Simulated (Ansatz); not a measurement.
# Zr3TiGe8: the cost of one run

Method: DFT PBE, scalar-relativistic, plane waves, PAW, in Ansatz 0.2.0.

**1. The starting structure**

It takes space group C222 (No. 21, orthorhombic). Conventional cell: a = 8.945 Å, b = 9.132 Å, c = 5.238 Å, α = 90.00°, β = 90.00°, γ = 90.00°. Around Zr (site symmetry 222) lie 10 Ge at 2.79 to 3.03 Å. Around Zr (site symmetry 2) lie 10 Ge at 2.74 to 3.02 Å. Ti (site symmetry 222) is surrounded by 10 Ge at 2.69 to 2.99 Å. Ge (site symmetry 2) is surrounded by 4 Zr at 2.74 to 3.01 Å and 5 Ge at 2.76 to 3.04 Å and 1 Ti at 2.98 Å. Ge (site symmetry 2) has 5 Ge at 2.69 to 3.04 Å and 3 Zr at 2.75 to 3.03 Å and 2 Ti at 2.99 Å as nearest neighbours. Ge (site symmetry 1) has 1 Ti at 2.69 Å and 5 Ge at 2.69 to 3.07 Å and 4 Zr at 2.79 to 3.02 Å as nearest neighbours.

As a file:

```cif
data_structure
_symmetry_space_group_name_H-M 'P 1'
_symmetry_Int_Tables_number 1
_cell_length_a 6.3917
_cell_length_b 6.3917
_cell_length_c 5.2379
_cell_angle_alpha 90.000
_cell_angle_beta 90.000
_cell_angle_gamma 91.185
_cell_volume 213.94
loop_
_atom_site_label
_atom_site_type_symbol
_atom_site_fract_x
_atom_site_fract_y
_atom_site_fract_z
_atom_site_occupancy
Zr1 Zr 0.00000 0.00000 0.00000 1
Zr2 Zr 0.50000 0.00000 0.24881 1
Zr3 Zr 0.00000 0.50000 0.75119 1
Ti1 Ti 0.50000 0.50000 0.50000 1
Ge1 Ge 0.83320 0.83320 0.50000 1
Ge2 Ge 0.33904 0.33904 0.00000 1
Ge3 Ge 0.16680 0.16680 0.50000 1
Ge4 Ge 0.66096 0.66096 0.00000 1
Ge5 Ge 0.65986 0.17019 0.74505 1
Ge6 Ge 0.17019 0.65986 0.25495 1
Ge7 Ge 0.34014 0.82981 0.74505 1
Ge8 Ge 0.82981 0.34014 0.25495 1
```

It is the end of an earlier relaxation with the same method, from a generated guess; it needn't be the stable form of this composition. At a tolerance of 0.05 Å it has space group C222 (No. 21); it has 17.83 Å³/atom, an uncorrected energy of -0.51 eV/atom over the elements.

**2. Static run: bands, density of states and charges**

input.yaml

```yaml
crystal:
  lattice:
    - [4.4725935329, -4.5660861222, 0.0]
    - [4.4725935329, 4.5660861222, 0.0]
    - [0.0, 0.0, 5.2379393652]
  atoms:
    - { symbol: Zr, position: [0.0, 0.0, 0.0] }
    - { symbol: Zr, position: [0.5, 0.0, 0.248809926] }
    - { symbol: Zr, position: [0.0, 0.5, 0.751190074] }
    - { symbol: Ti, position: [0.5, 0.5, 0.5] }
    - { symbol: Ge, position: [0.8331972728, 0.8331972728, 0.5] }
    - { symbol: Ge, position: [0.3390416026, 0.3390416026, 0.0] }
    - { symbol: Ge, position: [0.1668027272, 0.1668027272, 0.5] }
    - { symbol: Ge, position: [0.6609583974, 0.6609583974, 0.0] }
    - { symbol: Ge, position: [0.6598550859, 0.1701894014, 0.7450534175] }
    - { symbol: Ge, position: [0.1701894014, 0.6598550859, 0.2549465825] }
    - { symbol: Ge, position: [0.3401449141, 0.8298105986, 0.7450534175] }
    - { symbol: Ge, position: [0.8298105986, 0.3401449141, 0.2549465825] }
basis:
  ecutwfc: 420
kpoints:
  mp_grid: { grid: [6, 6, 8] }
  band_path:
    path:
      - [[0.0, 0.0, 0.0], [-0.5, 0.5, 0.0], [-0.48986709, 0.51013291, 0.0]]
      - [[0.48986709, 0.48986709, 0.0], [0.0, 0.0, 0.0], [0.0, 0.0, 0.5], [0.48986709, 0.48986709, 0.5]]
      - [[-0.48986709, 0.51013291, 0.5], [-0.5, 0.5, 0.5], [-0.5, 0.5, 0.0]]
      - [[0.0, 0.0, 0.0], [0.0, 0.5, 0.0], [0.0, 0.5, 0.5], [0.0, 0.0, 0.5], [-0.5, 0.5, 0.5]]
    npoints: 10
hamiltonian:
  xc: pbe
scf:
  occupations: { method: gaussian, width: 0.1 }
  n_extra_bands: 30
output:
  forces: true
  stress: true
  eigenvalues: true
  populations: true
  dos: { projected: true, de: 0.02, nscf_kmesh: { grid: [8, 8, 10] } }
  bader: false
```

Started as:

```
> ansatz run input.yaml --threads 4 --pin off --max-ram 8192MiB --backend cpu --events-out ev --progress --plain --runs-dir out
```

What time and memory should one allow on 4 threads of Intel Xeon Platinum 8488C (Sapphire Rapids), shared host?

About 1.8 min, with a peak of 2.4 GiB.
